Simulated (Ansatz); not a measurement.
# C3H6OSSi: the cost of one run

Method: RKS CAM-B3LYP/STO-3G, in Ansatz 0.2.0.

### Step 1. The system as given

Bond lengths: C1–C2 1.361 Å, C2–O3 1.318 Å, C2–Si4 1.654 Å, O3–Si4 1.611 Å, Si4–C5 1.832 Å, Si4–S6 2.122 Å, C1–H7 1.052 Å, C1–H8 1.067 Å, C5–H9 1.094 Å, C5–H10 1.127 Å, C5–H11 1.107 Å, S6–H12 1.352 Å. Angles (14 of 20 angles, heavy atoms first): C1–C2–O3 131.6°, C1–C2–Si4 163.9°, O3–C2–Si4 64.5°, C2–O3–Si4 67.9°, C2–Si4–O3 47.6°, C2–Si4–C5 125.7°, C2–Si4–S6 119.7°, O3–Si4–C5 114.6°, O3–Si4–S6 109.6°, C5–Si4–S6 114.5°, C2–C1–H7 120.9°, C2–C1–H8 117.3°, Si4–C5–H9 116.9°, Si4–C5–H10 111.3°.

Structure file:

```xyz
12

C     1.1096   -1.8931   -1.1551
C     0.6679   -0.7516   -0.5607
O     1.2935    0.1605    0.1560
Si   -0.2723    0.4972   -0.0212
C    -1.2287    0.5194    1.5412
S    -0.4942    2.2377   -1.2138
H     2.1255   -2.1621   -1.1192
H     0.4053   -2.4474   -1.7338
H    -2.2821    0.8053    1.4719
H    -0.8001    1.2616    2.2731
H    -1.2149   -0.4420    2.0894
H     0.7676    2.1594   -1.6939
```

### Step 2. Preparing the start

input.yaml reads:

```yaml
crystal:
  periodic: [false, false, false]
  atoms:
    - { symbol: C, position_ang: [1.1096, -1.8931, -1.1551] }
    - { symbol: C, position_ang: [0.6679, -0.7516, -0.5607] }
    - { symbol: O, position_ang: [1.2935, 0.1605, 0.156] }
    - { symbol: Si, position_ang: [-0.2723, 0.4972, -0.0212] }
    - { symbol: C, position_ang: [-1.2287, 0.5194, 1.5412] }
    - { symbol: S, position_ang: [-0.4942, 2.2377, -1.2138] }
    - { symbol: H, position_ang: [2.1255, -2.1621, -1.1192] }
    - { symbol: H, position_ang: [0.4053, -2.4474, -1.7338] }
    - { symbol: H, position_ang: [-2.2821, 0.8053, 1.4719] }
    - { symbol: H, position_ang: [-0.8001, 1.2616, 2.2731] }
    - { symbol: H, position_ang: [-1.2149, -0.442, 2.0894] }
    - { symbol: H, position_ang: [0.7676, 2.1594, -1.6939] }
basis:
  gaussian: { orbitals: STO-3G }
hamiltonian:
  xc: cam_b3lyp
relax:
  f_tol: 0.02
  max_steps: 40
```

Command:

```console
$ ansatz run input.yaml --threads 1 --pin off --max-ram 2048MiB --backend cpu --events-out ev --progress --plain --runs-dir out
```

What time and memory should one allow on 1 thread of Arm Neoverse V2, shared host?

About 42 s, with a peak of 0.15 GiB.
